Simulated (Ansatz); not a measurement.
# Li3Dy: one candidate of a structure search

The task: take a trial cell of Li3Dy to zero force and stress.

Program: Ansatz 0.2.0. Level of theory: DFT PBE, scalar-relativistic, plane waves, PAW; 4f electrons in the core of a trivalent norm-conserving potential. These are calculated values, not measurements.

### Step 1. The system as given

It takes space group P4/mmm (No. 123, tetragonal). Conventional cell: a = 2.776 Å, b = 2.776 Å, c = 7.508 Å, α = 90.00°, β = 90.00°, γ = 90.00°. Li (site symmetry 4/mmm) has 12 Li at 2.78 to 2.84 Å in its first shell of neighbours. Around Li (site symmetry 4mm) lie 4 Dy at 2.60 Å and 8 Li at 2.78 to 2.84 Å. Dy (site symmetry 4/mmm) has 8 Li at 2.60 Å and 4 Dy at 2.78 Å in its first shell of neighbours.

Coordinates:

```xyz
4
Lattice="2.7762 0.0000 0.0000 0.0000 2.7762 0.0000 0.0000 0.0000 7.5075" Properties=species:S:1:pos:R:3 pbc="T T T"
Li    0.0000    0.0000    3.7538
Li    1.3881    1.3881    1.6976
Li    1.3881    1.3881    5.8099
Dy    0.0000    0.0000    0.0000
```

Recipe of the guess: species swapped into a database cell of Al3Cu (P4/mmm, No. 123), with Li on the Al sites and Dy on the Cu sites. The dimensions are guesses.

### Step 2. Probe: one point on a coarse mesh

input.yaml

```yaml
crystal:
  lattice:
    - [2.77622311, 0.0, 0.0]
    - [0.0, 2.77622311, 0.0]
    - [0.0, 0.0, 7.50750196]
  atoms:
    - { symbol: Li, position: [0.0, 0.0, 0.5] }
    - { symbol: Li, position: [0.5, 0.5, 0.22611551] }
    - { symbol: Li, position: [0.5, 0.5, 0.77388449] }
    - { symbol: Dy, position: [0.0, 0.0, 0.0] }
basis:
  ecutwfc: 630
kpoints:
  mp_grid: { grid: [6, 6, 2] }
hamiltonian:
  xc: pbe
  pseudopotentials:
    kind: paw
    azcp: { Dy: "pseudopotentials/pbe/nc/lanthanide_3plus/Dy.nc.azcp" }
scf:
  occupations: { method: gaussian, width: 0.1 }
  lower_state_search: "off"
output:
  forces: true
  stress: true
  eigenvalues: true
```

The run is started by

```sh
> ansatz run input.yaml --threads 1 --pin off --max-ram 2560MiB --backend cpu --events-out ev --progress --plain --runs-dir out
```

Further runs follow: rough relaxation on the coarse mesh; final relaxation.

What does the calculation give? Wanted: conventional cell; volume; energy over the elements; gap on the mesh.

As calculated:

| quantity | value |
| --- | --- |
| symmetry at the end (tolerance 0.05 Å) | space group P4/mmm (No. 123) |
| conventional cell | a = 3.437 Å, b = 3.437 Å, c = 7.655 Å, α = 90.00°, β = 90.00°, γ = 90.00° |
| volume | 22.60 Å³/atom |
| energy over the elements | +0.11 eV/atom |
| gap on the mesh | none (metal) |

The space group P4/mmm (No. 123) is kept, and the volume per atom grows by 56.2 % from the first guess. The formation energy is positive, so the separate elements lie lower. No finished test with a distortion of lower symmetry is shown, so the end may be a saddle point. Spin-orbit coupling is left out for Dy. The lanthanide's 4f electrons sit in the core of its potential, so it is trivalent by construction and shows no f bands or moments.

No U or exact exchange acts on the 4f shell of Dy, so a metallic reading can be the functional's.
